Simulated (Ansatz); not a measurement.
**C4H10OSi: how energies converge with the basis set**

How large a basis does C4H10OSi need? Two functionals are run in growing sets.

Method: one geometry, several basis sets; program: Ansatz 0.2.0, Gaussian basis.

Levels to be run: PBE0-D4/def2-SVP; ωB97M-V/def2-SVP; PBE0-D4/def2-QZVPP; ωB97M-V/def2-QZVPP; the functionals' def2-TZVPP values are taken from earlier runs.

## 1. Structure used throughout

All runs share one geometry, relaxed beforehand with PBE0-D4 in a triple-zeta def2 set.

SMILES `CC(C)(C)O[SiH]`, 16 atoms, charge 0, spin multiplicity 1.

Atoms are counted from 1 here; the program's logs count them from 0.

Bond lengths: C1–C2 1.520 Å, C1–H7 1.092 Å, C1–H8 1.092 Å, C1–H9 1.092 Å, C2–C3 1.518 Å, C2–C4 1.520 Å, C2–O5 1.442 Å, C3–H10 1.092 Å, C3–H11 1.092 Å, C3–H12 1.092 Å, C4–H13 1.092 Å, C4–H14 1.092 Å, C4–H15 1.092 Å, O5–Si6 1.636 Å, Si6–H16 1.552 Å. Angles: C2–C1–H7 110.4°, C2–C1–H8 110.5°, C2–C1–H9 110.3°, H7–C1–H8 108.2°, H7–C1–H9 108.3°, H8–C1–H9 108.9°, C1–C2–C3 110.9°, C1–C2–C4 111.1°, C1–C2–O5 109.0°, C3–C2–C4 110.9°, C3–C2–O5 105.7°, C4–C2–O5 109.0°, C2–C3–H10 110.3°, C2–C3–H11 110.6°, C2–C3–H12 110.3°, H10–C3–H11 108.6°, H10–C3–H12 108.3°, H11–C3–H12 108.6° and more.

Coordinates:

```
C    -0.1296   -0.9798    1.0187
C     0.1835    0.1093    0.0064
C     1.6699    0.1566   -0.2973
C    -0.6252   -0.0777   -1.2664
O    -0.1376    1.3916    0.5822
Si   -1.5049    2.0859    1.1528
H     0.1337   -1.9606    0.6171
H    -1.1950   -0.9846    1.2593
H     0.4405   -0.8199    1.9365
H     1.8886    0.9666   -0.9956
H     2.0020   -0.7847   -0.7408
H     2.2385    0.3296    0.6183
H    -0.4079    0.7244   -1.9752
H    -0.3774   -1.0305   -1.7390
H    -1.6947   -0.0749   -1.0447
H    -2.5072    0.9261    0.9123
```

## 2. PBE0-D4 in def2-SVP

in.yaml

```yaml
crystal:
  periodic: [false, false, false]
  atoms:
    - {symbol: C, position_ang: [-0.129589, -0.979832, 1.018673]}
    - {symbol: C, position_ang: [0.183512, 0.109252, 0.006356]}
    - {symbol: C, position_ang: [1.669865, 0.156607, -0.297276]}
    - {symbol: C, position_ang: [-0.625203, -0.077697, -1.266421]}
    - {symbol: O, position_ang: [-0.137596, 1.391594, 0.582212]}
    - {symbol: Si, position_ang: [-1.504932, 2.085928, 1.152760]}
    - {symbol: H, position_ang: [0.133688, -1.960646, 0.617061]}
    - {symbol: H, position_ang: [-1.194972, -0.984596, 1.259265]}
    - {symbol: H, position_ang: [0.440454, -0.819852, 1.936487]}
    - {symbol: H, position_ang: [1.888599, 0.966635, -0.995573]}
    - {symbol: H, position_ang: [2.002043, -0.784689, -0.740833]}
    - {symbol: H, position_ang: [2.238549, 0.329630, 0.618296]}
    - {symbol: H, position_ang: [-0.407917, 0.724408, -1.975179]}
    - {symbol: H, position_ang: [-0.377386, -1.030502, -1.739023]}
    - {symbol: H, position_ang: [-1.694694, -0.074913, -1.044746]}
    - {symbol: H, position_ang: [-2.507224, 0.926074, 0.912341]}
basis:
  gaussian: {orbitals: def2-SVP}
hamiltonian: {xc: pbe0, dispersion: d4}
output: {orbitals: {seedname: orbitals}}
```

On the command line:

```sh
$ ansatz run in.yaml --threads 4 --pin off --events-out ev --progress --plain --max-ram 11315MiB
```

After this run come: ωB97M-V in def2-SVP; PBE0-D4 in def2-QZVPP; ωB97M-V in def2-QZVPP.

Q: Predict the results of all the runs planned. Wanted: PBE0-D4: double and triple zeta above quadruple; ωB97M-V: double and triple zeta above quadruple.

As calculated:

| quantity | value |
| --- | --- |
| PBE0-D4: double and triple zeta above quadruple | 10.55, 0.63 eV |
| ωB97M-V: double and triple zeta above quadruple | 10.90, 0.60 eV |

**Reading.** For PBE0-D4 the step from double to triple zeta gains 9.92 eV and the next only 0.63 eV. These are total energies; as a rule much of such shifts cancels in differences, which this series doesn't test.
